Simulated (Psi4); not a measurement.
# SiNH4ClO (SMILES N[SiH](O)Cl) at OMP2/6-31G(d) (density fitting for correlation, spherical functions)

Aim: the vertical singlet–triplet gap of SiNH4ClO at OMP2/6-31G* (density fitting for correlation, spherical functions), from 2 runs. 

The calculation is run with Psi4 1.11.

## (1) Starting point

SiNH4ClO has 8 atoms, charge 0, and is taken as a singlet. SMILES: `N[SiH](O)Cl`. The coordinates come from a PBE0-D4/def2-TZVP relaxation. This is one conformer, not always the lowest.

Bond lengths: N1–Si2 1.700 Å, Si2–O3 1.631 Å, Si2–Cl4 2.058 Å, N1–H5 1.006 Å, N1–H6 1.007 Å, Si2–H7 1.474 Å, O3–H8 0.960 Å. Angles: N1–Si2–O3 111.2°, N1–Si2–Cl4 104.5°, O3–Si2–Cl4 112.6°, N1–Si2–H7 117.4°, O3–Si2–H7 103.8°, Cl4–Si2–H7 107.5°, Si2–N1–H5 120.7°, Si2–N1–H6 121.4°, Si2–O3–H8 116.7°, H5–N1–H6 112.4°.

## (2) A single-point energy at OMP2/6-31G(d) (density fitting for correlation, spherical functions)

Contents of calc.in:

```
memory 1600 MB

molecule geom {
  N
  Si 1 1.699958
  O 2 1.631159 1 111.16815
  Cl 2 2.057647 3 112.62392 1 -116.84752
  H 1 1.005993 2 120.73598 3 -147.44535
  H 1 1.006997 5 112.38893 2 154.29842
  H 2 1.474444 3 103.78735 1 127.15508
  H 3 0.959805 2 116.72124 7 176.43377
  symmetry c1
}

set {
  basis 6-31G*
  puream true
  e_convergence 1e-09
  d_convergence 1e-08
  scf_type pk
  num_frozen_docc 12
}

e, wfn = energy('omp2', return_wfn=True)
```

Started as:

```
$ psi4 calc.in calc.out -n 1
```

calc.out, cut to the lines that bear on the results:

```text
[...]
  Running in c1 symmetry.
[...]
  Nuclear repulsion =  228.759090327484358
[...]
  Multiplicity = 1
[...]
  Nalpha       = 25
  Nbeta        = 25
[...]
    Number of basis functions: 72
[...]
   @RHF iter   1:  -880.02460908108515   -5.53051e-01   7.55310e-03 DIIS/ADIIS
[...]
   @RHF iter  12:  -880.16208908994452   -1.59162e-12   2.70994e-09 DIIS
[...]
    Orbital Energies [Eh]
    ---------------------
    Doubly Occupied:
       1A   -104.798957     2A    -68.834892     3A    -20.572329
       4A    -15.553872     5A    -10.541242     6A     -8.009315
       7A     -8.006925     8A     -8.006860     9A     -6.185549
      10A     -4.293344    11A     -4.292181    12A     -4.291037
      13A     -1.356030    14A     -1.158569    15A     -1.087828
      16A     -0.763284    17A     -0.683921    18A     -0.668442
      19A     -0.579595    20A     -0.577817    21A     -0.529326
      22A     -0.501478    23A     -0.461159    24A     -0.453790
      25A     -0.424547
[...]
  @RHF Final Energy:  -880.16208908994452
   => Energetics <=
    Nuclear Repulsion Energy =            228.7590903274843583
    One-Electron Energy =               -1672.5777868073437276
    Two-Electron Energy =                 563.6566073899149387
    Total Energy =                       -880.1620890899445158
[...]
 Multipole Moments:
 ------------------------------------------------------------------------------------
     Multipole            Electronic (a.u.)      Nuclear  (a.u.)        Total (a.u.)
 ------------------------------------------------------------------------------------
 L = 1.  Multiply by 2.5417464519 to convert [e a0] to [Debye]
 Dipole X            :          3.6439185           -4.0010597           -0.3571412
 Dipole Y            :          2.0740748           -2.3994612           -0.3253863
 Dipole Z            :          2.6817809           -3.7787573           -1.0969764
 Magnitude           :                                                    1.1986589
[...]
	Warning: cc_lambda option is changed to TRUE
	For this residual convergence, default PCG convergence is:     1.00e-07
[...]
	DF-MP2 Total Energy (a.u.)         :  -880.70743094916520
[...]
	DF-MP2 Total Energy (a.u.)         :  -880.71296068675019
[...]
	DF-OMP2 Total Energy (a.u.)        :  -880.71296068674928
[...]
```

Wall time 9.9 s (1 thread of Intel Xeon 6975P-C (Granite Rapids), shared host); peak memory 0.28 GiB.

## (3) The triplet

Contents of clh4nosi.json:

```json
{
  "schema_name": "qcschema_input",
  "schema_version": 1,
  "molecule": {
    "schema_name": "qcschema_molecule",
    "schema_version": 2,
    "symbols": ["N", "Si", "O", "Cl", "H", "H", "H", "H"],
    "geometry": [-1.41691665, 1.67354146, -0.54613085, 0.99097238, -0.42745605, -0.21788542, 1.04180601, -1.62762111, 2.62086116, 0.32711159, -3.10217441, -2.96101186, -2.30017464, 1.88594667, -2.21608183, -1.52482001, 3.23596702, 0.53479249, 3.58424354, 0.52383208, -0.58316948, -0.52817845, -2.26993902, 3.2629901],
    "molecular_charge": 0,
    "molecular_multiplicity": 3,
    "fix_symmetry": "c1"
  },
  "driver": "energy",
  "model": {
    "method": "omp2",
    "basis": "6-31G*"
  },
  "keywords": {
    "reference": "uhf",
    "puream": true,
    "e_convergence": 1e-09,
    "d_convergence": 1e-08,
    "scf_type": "pk",
    "num_frozen_docc": 12,
    "maxiter": 100
  }
}
```

Started as:

```
$ psi4 --qcschema clh4nosi.json -n 1 --memory 1600MB
```

stdout, cut to the lines that bear on the results:

```text
[...]
  Running in c1 symmetry.
[...]
  Nuclear repulsion =  228.759091881909143
[...]
  Multiplicity = 3
[...]
  Nalpha       = 26
  Nbeta        = 24
[...]
    Number of basis functions: 72
[...]
   @UHF iter   1:  -879.64163196712752   -1.70074e-01   7.71337e-03 DIIS/ADIIS
[...]
   @UHF iter  25:  -879.90453953111808   -5.79803e-12   8.42690e-09 DIIS
[...]
   @S^2 Observed:                2.007541602E+00
[...]
  @UHF Final Energy:  -879.90453953111808
   => Energetics <=
    Nuclear Repulsion Energy =            228.7590918819091428
    One-Electron Energy =               -1670.5781376911540974
    Two-Electron Energy =                 561.9145062781268507
    Total Energy =                       -879.9045395311180755
  UHF NO Occupations:
  HONO-2 :   24  A 1.9975333
  HONO-1 :   25  A 1.0000000
[...]
 Multipole Moments:
 ------------------------------------------------------------------------------------
     Multipole            Electronic (a.u.)      Nuclear  (a.u.)        Total (a.u.)
 ------------------------------------------------------------------------------------
 L = 1.  Multiply by 2.5417464519 to convert [e a0] to [Debye]
 Dipole X            :          0.3823704           -1.0728176           -0.6904472
 Dipole Y            :         -4.8541972            5.0317101            0.1775129
 Dipole Z            :         -2.9771244            3.0944870            0.1173626
 Magnitude           :                                                    0.7224972
[...]
	Warning: cc_lambda option is changed to TRUE
	For this residual convergence, default PCG convergence is:     1.00e-07
[...]
	DF-SCS-MP2 Total Energy (a.u.)     :  -880.40961416995060
	DF-SOS-MP2 Total Energy (a.u.)     :  -880.40144041269605
[...]
	DF-SCS-OMP2 Total Energy (a.u.)    :  -880.41584581732559
	DF-SOS-OMP2 Total Energy (a.u.)    :  -880.36757204588253
	DF-SCS(N)-OMP2 Total Energy (a.u.) :  -880.15042656698438
[...]
	DF-OMP2 Total Energy (a.u.)        :  -880.43372152824247
[...]
```

The result, in JSON:

```text
{
 "driver": "energy",
 "model": {
  "method": "omp2",
  "basis": "6-31G*"
 },
 "success": true,
 "return_result": -880.4337215282425,
 "properties": {
  "calcinfo_nbasis": 72,
  "calcinfo_nmo": 72,
  "calcinfo_nalpha": 26,
  "calcinfo_nbeta": 24,
  "calcinfo_natom": 8,
  "nuclear_repulsion_energy": 228.75909188190914,
  "return_energy": -880.4337215282425,
  "scf_one_electron_energy": -1670.578137691154,
  "scf_two_electron_energy": 561.9145062781269,
  "scf_dipole_moment": [-0.690447185707669, 0.17751293455432648, 0.11736259003416016],
  "scf_total_energy": -879.9045395311181,
  "scf_iterations": 25,
  "mp2_same_spin_correlation_energy": -0.13919070597368355,
  "mp2_opposite_spin_correlation_energy": -0.38223144736762954,
  "mp2_singles_energy": 0.0,
  "mp2_doubles_energy": -0.521422153341313,
  "mp2_correlation_energy": -0.521422153341291,
  "mp2_total_energy": -880.4259616844594
 }
}
```

Run time: 37 s. Hardware: 1 thread of Intel Xeon 6975P-C (Granite Rapids), shared host; peak memory 0.27 GiB.

## (4) Summary of results

At OMP2/6-31G* (density fitting for correlation, spherical functions), 12 core orbitals frozen:

```
                                                           quantity          value
                                              singlet: total energy  -880.71296 Eh
                       singlet: HOMO energy (Hartree–Fock orbitals)      -11.55 eV
                       singlet: LUMO energy (Hartree–Fock orbitals)        4.81 eV
                     singlet: HOMO–LUMO gap (Hartree–Fock orbitals)       16.36 eV
              singlet: correlation energy (12 core orbitals frozen)     -550.9 mEh
                                              triplet: total energy  -880.43372 Eh
triplet: HOMO energy (Hartree–Fock orbitals) (highest over α and β)       -2.69 eV
 triplet: LUMO energy (Hartree–Fock orbitals) (lowest over α and β)       -0.41 eV
              triplet: correlation energy (12 core orbitals frozen)     -529.2 mEh
                         triplet: ⟨S²⟩ of the reference determinant          2.008
                   vertical energy of the triplet above the singlet       7.598 eV
```

At this shape the triplet lies 7.60 eV (175 kcal/mol) above the singlet.
